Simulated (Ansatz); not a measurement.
# ReP (NiAs type): a single-point run

Aim: a sound single-point run of ReP (NiAs type). The structure is shown as the input types it.

Method: DFT PBE, scalar-relativistic, plane waves, PAW, in Ansatz 0.2.0.

5 further runs of the same task are left out: 1 for a known fault of the program, 2 that didn't finish, 2 set aside as unsound or not needed. Runs told in other sessions of the task aren't counted.

## Step 1: The starting structure

It takes space group P6_3/mmc (No. 194, hexagonal). The conventional cell has a = 3.749 Å, b = 3.749 Å, c = 5.080 Å, α = 90.00°, β = 90.00°, γ = 120.00°. Around Re (site symmetry -3m) lie 6 P at 2.51 Å and 2 Re at 2.54 Å. Around P (site symmetry -6m2) lie 6 Re at 2.51 Å.

As a file:

```cif
data_structure
_symmetry_space_group_name_H-M 'P 1'
_symmetry_Int_Tables_number 1
_cell_length_a 3.7487
_cell_length_b 3.7487
_cell_length_c 5.0802
_cell_angle_alpha 90.000
_cell_angle_beta 90.000
_cell_angle_gamma 120.000
_cell_volume 61.83
loop_
_atom_site_label
_atom_site_type_symbol
_atom_site_fract_x
_atom_site_fract_y
_atom_site_fract_z
_atom_site_occupancy
Re1 Re 0.00000 0.00000 0.00000 1
Re2 Re 0.00000 0.00000 0.50000 1
P1 P 0.33333 0.66667 0.25000 1
P2 P 0.66667 0.33333 0.75000 1
```

## Step 2: The run

input.yaml

```yaml
crystal:
  lattice:
    - [3.748666552403, 0.0, 0.0]
    - [-1.874333276201, 3.246440464698, 0.0]
    - [0.0, 0.0, 5.0801924991]
  atoms:
    - { symbol: Re, position: [0.0, 0.0, 0.0] }
    - { symbol: Re, position: [0.0, 0.0, 0.5] }
    - { symbol: P, position: [0.3333333333333, 0.6666666666667, 0.25] }
    - { symbol: P, position: [0.6666666666667, 0.3333333333333, 0.75] }
basis:
  ecutwfc: 420
  ecutrho_ratio: 4
kpoints:
  mp_grid: { grid: [10, 10, 8] }
hamiltonian:
  xc: pbe
scf:
  occupations: { method: gaussian, width: 0.05 }
  max_iter: 80
output:
  forces: true
  stress: true
magnetization:
  spin_polarized: [1, 2]
```

Run with:

```bash
$ ansatz run input.yaml --threads 2 --pin off --max-ram 2662MiB --backend cpu --events-out ev --progress --plain --runs-dir out
```

What happens when this is run?

The program refused the input before any cycle. Its message: «line 25 column 19: expected string scalar»

The suspect setting: magnetization.spin_polarized is [1, 2]. The key wants another kind of value (number, word, list or true/false) than the one typed.

Remedy: delete magnetization.spin_polarized (the default then holds).
